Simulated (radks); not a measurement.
# The Coulomb parameter U of the 3d shell of Ti⁺

The task here is to estimate one member of a computed series from the others.

Method: scalar-relativistic Kohn-Sham, PBEsol, spin-unpolarised, spherical densities, finite nucleus. Code: radks (a radial shooting solver on a logarithmic mesh, Libxc functionals) version 1.

### Starting point

```
element            : titanium (Z = 22)
charge             : +1
electrons          : 21
configuration      : [Ar] 3d2 4s1
nuclear rms radius : 3.5921 fm
```

Outer shells as boxes (Hund's rule):

Ti⁺
```
[Ar] core
3d [↑ ][↑ ][  ][  ][  ]
4s [↑ ]
```

The first run:

Settings of this run:

```text
Z 22
configuration [Ar] 3d2 4s1
relativity scalar-relativistic
functional pbe_sol,pbe_sol
spin unpolarised
nucleus finite rms 3.5921 fm
c 137.035999084
```

Among the steps run: Start: [Ar] 3d2 4s1.

One table of the session follows, with a row left open; its other results are not shown here.

It belongs to the step «Start: [Ar] 3d2 4s1». From the orbitals of this run (lengths in bohr):

```
level      <r>  outermost maximum (interpolated)  90 % within  nodes
   1s  0.06965                            0.0456        0.124      0
   2s   0.3253                             0.269        0.505      1
   2p   0.2901                             0.220        0.477      0
   3s    1.008                             0.870         1.51      2
   3p    1.086                             0.902         1.68      1
   3d        ?                                 ?            ?      ?
   4s    3.180                              2.75         4.70      3
```

Estimate the missing values for 3d.

As computed: <r>: 1.518; outermost maximum (interpolated): 0.979; 90 % within: 2.65; nodes: 0. In the column «<r>» it lies between 3p (1.086) and 4s (3.180).
